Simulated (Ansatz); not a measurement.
# Mg2ZnO3, space group P-3m1: a single point

Computed with the Python package of Ansatz (0.2.0).

Interactive session:
```pycon
>>> from collections import Counter
>>> from collections import defaultdict
>>> import json
>>> import ansatz as az
>>> from ase.data import atomic_numbers
>>> import numpy as np
>>> from pymatgen.core import Structure
>>> from scipy.ndimage import map_coordinates
>>> import spglib
>>> OCCUPATIONS = "fixed"
>>> K_DENSITY = 2.5
>>> XC = "PBEsol"
>>> CUTOFF_EV = 470
>>> lattice = az.Lattice.of(
...     (3.032999, 0.0, 0.0),
...     (-1.516499, 2.626654, 0.0),
...     (0.0, 0.0, 7.403316),
... )
>>> sites = [
...     ("Mg", (1 / 3, 2 / 3, 0.6658)),
...     ("Mg", (2 / 3, 1 / 3, 0.3342)),
...     ("Zn", (0.0, 0.0, 0.0)),
...     ("O", (1 / 3, 2 / 3, 0.172619)),
...     ("O", (2 / 3, 1 / 3, 0.827381)),
...     ("O", (0.0, 0.0, 0.5)),
... ]
>>> xtal = az.Crystal(lattice=lattice)
>>> for symbol, position in sites:
...     xtal = xtal.atom(symbol, position)
...
>>> [site.symbol for site in xtal.resolved().sites]
['Mg', 'Mg', 'Zn', 'O', 'O', 'O']
>>> calc = (
...     xtal.calculation()
...     .occupations(OCCUPATIONS)
...     .kpoints(density=K_DENSITY)
...     .functional(XC)
...     .scf(lower_state_search="standard")
...     .mixing("broyden")
...     .basis(CUTOFF_EV)
...     .pseudopotentials("paw")
...     .compute(stress=True, density_of_states={"energy_step": 0.1, "projected": True}, density=True)
...     .xc_energy_on_converged_density(["lda", "rpbe", "pbe"])
... )
>>> result = calc.run(events_out="events.ndjson")

>>> report = result.report
>>> report["mixing_algorithm"], report["preconditioner"], report["eigensolver"]
('Broyden', 'Resta', 'band_cg')
>>> report["n_electrons"]
50.0
>>> type(result).__name__, type(report).__name__
('RunOutcome', 'dict')
>>> with open("events.ndjson") as stream:
...     kinds = Counter(json.loads(line)["event"] for line in stream)
...
>>> print("events:", {kind: kinds[kind] for kind in ("scf_iter", "scf_done", "notice", "finished")})
events: {'scf_iter': 8, 'scf_done': 1, 'notice': 2, 'finished': 1}
>>> for key in ("converged", "n_iterations", "n_electrons", "n_kpoints", "n_pw", "n_symmetry_ops", "free_energy_ev", "fermi_energy_ev"):
...     print(f"{key:18s} {report[key]}")
...
converged          True
n_iterations       8
n_electrons        50.0
n_kpoints          17
n_pw               1383
n_symmetry_ops     12
free_energy_ev     -8793.637173396108
fermi_energy_ev    8.207440597418161
>>> principal = np.linalg.eigvalsh(np.array(report["stress_gpa"]))
>>> mises = np.sqrt(0.5 * sum((principal[i] - principal[i - 1]) ** 2 for i in range(3)))
>>> print("principal stresses (GPa, compression positive):", np.round(principal, 3))
principal stresses (GPa, compression positive): [-5.89  -5.761 -5.761]
>>> print(f"mean {principal.mean():.3f} GPa, von Mises {mises:.3f} GPa, PV = {principal.mean() * report['setup']['cell_volume_ang3'] / 160.21766:.4f} eV")
mean -5.804 GPa, von Mises 0.128 GPa, PV = -2.1366 eV
>>> spg_cell = (result.lattice.cell_ang, [s.position_frac for s in result.lattice.sites], [atomic_numbers[s.symbol] for s in result.lattice.sites])
>>> for tolerance in (1e-5, 1e-3, 1e-1):
...     print(f"symprec {tolerance:g} A: {spglib.get_spacegroup(spg_cell, symprec=tolerance)}")
...
symprec 1e-05 A: P-3m1 (164)
symprec 0.001 A: P-3m1 (164)
symprec 0.1 A: P-3m1 (164)
>>> print("operations used by the run:", report["n_symmetry_ops"])
operations used by the run: 12
>>> print("other functionals on this density (not self-consistent, eV)")
other functionals on this density (not self-consistent, eV)
>>> for entry in report.get("xc_energy_on_converged_density", []):
...     print(entry["functional"], {k: round(v, 3) for k, v in entry.items() if isinstance(v, float)})
...
lda {'e_xc_with_core_ev': -3396.665}
rpbe {'e_xc_with_core_ev': -3565.728}
pbe {'e_xc_with_core_ev': -3549.786}
>>> dos = result.density_of_states()
>>> energy = np.asarray(dos.energies_ev) - dos.fermi_ev
>>> projected = result.projected_density_of_states()
>>> by_shell = defaultdict(float)
>>> for site in projected.sites:
...     for shell in site.shells:
...         for part in shell.curves:
...             by_shell[f"{site.species} {'spdf'[shell.l]}"] += np.sum(part.g_bin_mean_per_ev, axis=0)
...
>>> print("E - E_F  " + " ".join(f"{name:>7s}" for name in by_shell))
E - E_F     Mg s    Mg p    Zn s    Zn d     O s     O p
>>> for e in np.arange(-6, 6 + 0.1, 1.0):
...     print(f"{e:7.1f}  " + " ".join(f"{np.interp(e, energy, curve):7.3f}" for curve in by_shell.values()))
...
   -6.0    0.000   0.000   0.000   0.000   0.000   0.000
   -5.0    0.318   0.001   0.103   5.787   0.043   3.134
   -4.0    0.017   0.000   0.007   0.369   0.007   0.151
   -3.0    0.224   0.000   0.097   0.584   0.131   2.121
   -2.0    0.083   0.001   0.015   0.346   0.033   3.390
   -1.0    0.012   0.000   0.000   0.113   0.011   3.149
    0.0    0.000   0.000   0.000   0.020   0.000   0.155
    1.0    0.000   0.000   0.000   0.000   0.000   0.000
    2.0    0.000   0.000   0.000   0.000   0.000   0.000
    3.0    0.001   0.000   0.001   0.000   0.001   0.000
    4.0    0.034   0.000   0.055   0.000   0.041   0.041
    5.0    0.049   0.000   0.148   0.000   0.057   0.100
    6.0    0.099   0.000   0.421   0.000   0.077   0.207
>>> final = Structure(result.lattice.cell_ang, [s.symbol for s in result.lattice.sites], [s.position_frac for s in result.lattice.sites])
>>> rho = result.density()
>>> total = sum(channel.density_e_per_ang3 for channel in rho.channels[:2])
>>> grid_cell = np.asarray(rho.fft_grid_basis) @ result.lattice.cell_ang
>>> partner = min(final.get_neighbors(final[0], 5.0), key=lambda n: n.nn_distance)
>>> line = np.linspace(final[0].coords, partner.coords, 9)
>>> points = (line @ np.linalg.inv(grid_cell)) * rho.dims
>>> values = map_coordinates(total, points.T, order=3, mode="grid-wrap")
>>> print(f"from {final[0].specie} to {partner.specie}, {partner.nn_distance:.3f} A")
from Mg to O, 2.121 A
>>> for t, value in zip(np.linspace(0, partner.nn_distance, 9), values):
...     print(f"{t:7.3f} A  {value:9.4f} e/A^3")
...
  0.000 A    31.3963 e/A^3
  0.265 A    18.7636 e/A^3
  0.530 A     3.3999 e/A^3
  0.795 A     0.3068 e/A^3
  1.060 A     0.3192 e/A^3
  1.325 A     0.8310 e/A^3
  1.591 A     2.6920 e/A^3
  1.856 A     6.2042 e/A^3
  2.121 A     7.5963 e/A^3
```

The settings weren't tested for convergence. Along an axis with an odd division the mesh misses the point at one half; a gap read on a finite mesh is an upper bound on this functional's gap. Semilocal gaps usually lie well under measured ones. The Fermi level of a run with fixed occupations marks the highest occupied state on its mesh, not mid-gap. Only differences from the Fermi energy are physical; the zero of the scale is a convention. Projections exist only for the shells that the potentials hold, some of them semicore, and samples at single energies can miss narrow peaks. The crystal has a gap of about 2.82 eV on the mesh; bins of finite width blur the band edges. Densities and potentials on the grid are those of the valence electrons, and inside the cores they hang on the potentials used. At these settings the cell as given stands under about -6 GPa, so it isn't at this functional's equilibrium volume. The structure comes from a database of computed cells and needn't be a stable or known phase. The density of states is complete only as far up as bands were computed. It ran for 3.1 s on 1 thread of Intel(R) Xeon(R) Platinum 8375C CPU @ 2.90GHz (Ice Lake), on a shared host, peak memory 0.48 GiB.

(Lines on the test bed's own set-up are left out of the output.)
